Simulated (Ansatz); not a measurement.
2 structures of YZn, a ranking of polymorphs by energy

Program: Ansatz 0.2.0 through its Python package.

`yzn_polymorphs.py`
```python
'''Polymorphs of YZn, at the given cells.'''

from dataclasses import dataclass
import warnings

import ansatz as az
import numpy as np
from tabulate import tabulate


@dataclass
class RunConfig:
    functional: str = 'r2scan'
    cutoff: int = 550
    k_spacing: float = 0.3
    filling: str = 'gaussian'
    smearing_width: float = 0.1


settings = RunConfig()

PHASES = {
    'Fm-3m': (
        [(0.0, 2.962987, 2.962987), (2.962987, 0.0, 2.962987), (2.962987, 2.962987, 0.0)],
        [
            ('Y', (0.0, 0.0, 0.0)),
            ('Zn', (0.5, 0.5, 0.5)),
        ],
    ),
    'Pm-3m': (
        [(3.56, 0.0, 0.0), (0.0, 3.56, 0.0), (0.0, 0.0, 3.56)],
        [
            ('Y', (0.0, 0.0, 0.0)),
            ('Zn', (0.5, 0.5, 0.5)),
        ],
    ),
}


def build(vectors, sites):
    crystal = az.Crystal(lattice=az.Lattice.of(vectors))
    for symbol, position in sites:
        crystal = crystal.atom(symbol, position)
    return crystal


def ground_state(name, crystal):
    calc = (
        crystal.calculation()
        .functional(settings.functional)
        .basis(settings.cutoff)
        .kpoints(spacing=settings.k_spacing)
        .occupations(settings.filling, width=settings.smearing_width)
        .stress()
        .band_table()
    )
    return calc.run()


def pressure_gpa(outcome):
    return float(np.trace(outcome.report['stress_gpa']) / 3)


def volume_per_atom(outcome):
    return abs(np.linalg.det(outcome.lattice.cell_ang)) / len(outcome.lattice.sites)


def main() -> None:
    warnings.simplefilter('ignore', az.DeckWarning)

    phases = {name: build(*cell) for name, cell in PHASES.items()}

    done = {}
    for name, crystal in phases.items():
        try:
            done[name] = ground_state(name, crystal)
        except az.NonConvergedError as error:
            print(name, 'did not converge:', str(error)[:120])

    energy = {name: o.report['energy_sigma0_ev'] / len(o.lattice.sites) for name, o in done.items()}
    lowest = min(energy.values())
    rows = [(name, len(o.lattice.sites), 1000 * (energy[name] - lowest), pressure_gpa(o), volume_per_atom(o)) for name, o in done.items()]
    rows.sort(key=lambda row: row[2])
    print(tabulate(rows, headers=['phase', 'atoms', 'dE (meV/atom)', 'P (GPa)', 'V (A^3/atom)'], floatfmt='.4f', tablefmt='simple'))
    print('order:', ' < '.join(row[0] for row in rows))


if __name__ == '__main__':
    main()
```

```console
$ python yzn_polymorphs.py
phase      atoms    dE (meV/atom)    P (GPa)    V (A^3/atom)
-------  -------  ---------------  ---------  --------------
Pm-3m          2           0.0000     0.3792         22.5590
Fm-3m          2         303.4999    -0.8052         26.0129
order: Pm-3m < Fm-3m
```

By space group at the end of each run: Pm-3m (+0 meV an atom, 22.6 Å³) and Fm-3m (+303 meV an atom, 26.0 Å³).

Caveats:
- No spin polarisation was allowed.
- Pressure is positive in compression.
- The cells come from databases of deposited and of computed structures, and not all need be stable phases.
- The ranking holds among these structures alone, at zero temperature; the ground state may be another structure. Differences under about 40 meV an atom lie within the error of mesh and functional.
- Hardware and time: 7.1 s on 1 thread of Arm Neoverse V2, on a shared host, peak memory 0.59 GiB.

(Lines on the test bed's own set-up are left out of the output.)
